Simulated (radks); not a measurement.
# Ge²⁺ in [Ar] 3d9.75 4s2 4p0.25: an all-electron calculation

Wanted: eigenvalues, radial structure and energy terms of the germanium ion Ge2+.

Method: Dirac Kohn-Sham, PBE, spin-unpolarised, spherical densities, finite nucleus; open shells fill j = l - 1/2 first. Code: radks (a radial shooting solver on a logarithmic mesh, Libxc functionals) version 1.

## 1. The atom as given

* element: germanium (Z = 32)
* charge: +2
* electrons: 30
* configuration: [Ar] 3d9.75 4s2 4p0.25
* nuclear rms radius: 4.0742 fm

## 2. The calculation

The run's settings:

```text
Z 32
configuration [Ar] 3d9.75 4s2 4p0.25
relativity Dirac
functional pbe,pbe
spin unpolarised
j_filling energy
nucleus finite rms 4.0742 fm
c 137.035999084
```

**Question.** What will this run give?

As calculated:

```
                        quantity                   value
                    total energy     -2097.80368 hartree
exchange-correlation share of it                  3.76 %
                            −T/E                  1.0212
          highest occupied level       4p1/2, -20.658 eV
    most extended occupied level  4p1/2, <r> = 2.27 bohr
 radius at density 0.001 e/bohr³               3.48 bohr
    maxima of the radial density                       3
```

What this shows: 4 principal shells are occupied and 3 maxima appear in the radial density; where shells overlap, one shows as a shoulder or not at all. −T/E is 1.021: with relativity the kinetic term as defined here no longer equals −E. This is not the tabulated ground configuration, so its levels and sizes aren't those of the ground state, and no measured value stands beside it.
